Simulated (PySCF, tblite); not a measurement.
# C8H11B: geometry, infrared bands and NMR shifts

What infrared bands and NMR shifts should C8H11B (`B[C@@H]1CC=CC=CC1=C`) show?

Computed with tblite 0.8.0 and PySCF 2.14.0, with density-fitted response routines of our own, on a single molecule in the gas phase. Atoms are numbered from 0 throughout.

## (1) Starting geometry

20 atoms, charge 0, multiplicity 1; geometry from: force field or distance geometry start.

Bonds of the start (Å): B0–C1 1.61, C1–C2 1.55, C2–C3 1.48, C3–C4 1.33, C4–C5 1.48, C5–C6 1.34, C6–C7 1.48, C7–C8 1.34, C7–C1 1.52, B0–H9 1.18, B0–H10 1.19, C1–H11 1.11, C2–H12 1.11, C2–H13 1.12, C3–H14 1.08, C4–H15 1.08, C5–H16 1.09, C6–H17 1.08, C8–H18 1.08, C8–H19 1.09.

## (2) Geometry optimisation with GFN2-xTB

The job: settings as JSON, then the geometry in Å.

```
{"job": {"kind": "relax", "xc": "GFN2-xTB", "basis": "xTB"}, "charge": 0, "multiplicity": 1}
B     -1.311400    -1.448500     0.765100
C     -0.829300    -0.592100    -0.514500
C      0.528500    -1.077200    -1.070500
C      1.581900    -1.185500    -0.036700
C      2.011500    -0.171800     0.716400
C      1.551800     1.227700     0.591100
C      0.355600     1.683100     0.197900
C     -0.835900     0.892900    -0.196400
C     -2.005700     1.535900    -0.296200
H     -0.721700    -1.406900     1.786100
H     -2.347400    -2.034100     0.720300
H     -1.574900    -0.794700    -1.305900
H      0.372700    -2.070800    -1.533000
H      0.865800    -0.385000    -1.879300
H      2.026700    -2.158200     0.134000
H      2.825800    -0.357500     1.408100
H      2.269400     1.975900     0.934300
H      0.232300     2.752200     0.232900
H     -2.919800     1.023800    -0.572800
H     -2.081000     2.601400    -0.083900
```

Launch:

```console
$ OMP_NUM_THREADS=1 python probes_run.py task.json out
```

One launch serves the whole session: the jobs run in the order shown.

**Question.** This job is followed by: GFN2-xTB harmonic vibrations, gas phase; GIAO PBE0/pcSseg-1 NMR shielding, non-relativistic, gas phase. What will the session give for the following? strongest single infrared mode (GFN2-xTB); zero-point energy (GFN2-xTB); ¹³C shifts against TMS (PBE0/pcSseg-1); ¹H shifts against TMS (PBE0/pcSseg-1, means over atoms taken as alike); ¹¹B shifts against BF3·OEt2 (PBE0/pcSseg-1); surface potential, 1st and 99th percentile.

The runs gave:

| quantity | value |
| --- | --- |
| strongest single infrared mode (GFN2-xTB) | 2681 cm⁻¹, 107 km/mol |
| zero-point energy (GFN2-xTB) | 101.6 kcal/mol |
| ¹³C shifts against TMS (PBE0/pcSseg-1) | 163.8, 148.0, 141.9, 131.9, 131.9, 122.5, 55.5, 36.5 ppm |
| ¹H shifts against TMS (PBE0/pcSseg-1, means over atoms taken as alike) | 7.78, 6.61, 6.59, 6.15, 6.03, 5.27, 5.09, 3.15, 2.48, 2.46 ppm |
| ¹¹B shifts against BF3·OEt2 (PBE0/pcSseg-1) | 91.5 ppm |
| surface potential, 1st and 99th percentile | -0.68 V and 1.13 V |

In words: Relaxing lowered the energy by 0.242 eV in 190 steps; the close pair that moved most is C6–C7, from 1.483 to 1.447 Å. No mode is imaginary among the 54: a minimum at this level. The strongest single mode, at 2681 cm⁻¹, moves mainly H10 and H9. Unscaled tight-binding wavenumbers are off by several per cent, some by more. Its intensities can rank the bands wrongly. At PBE0/pcSseg-1: Shielding is most anisotropic at C7 (span 249 ppm, paramagnetic term -236 ppm). By nearest atom (PBE0/pcSseg-1), the HOMO sits on 4 C atoms about 17 % each; C4, C7 about 7 % each and the LUMO on B0 17 %; C5, C6, C8 about 10 % each.
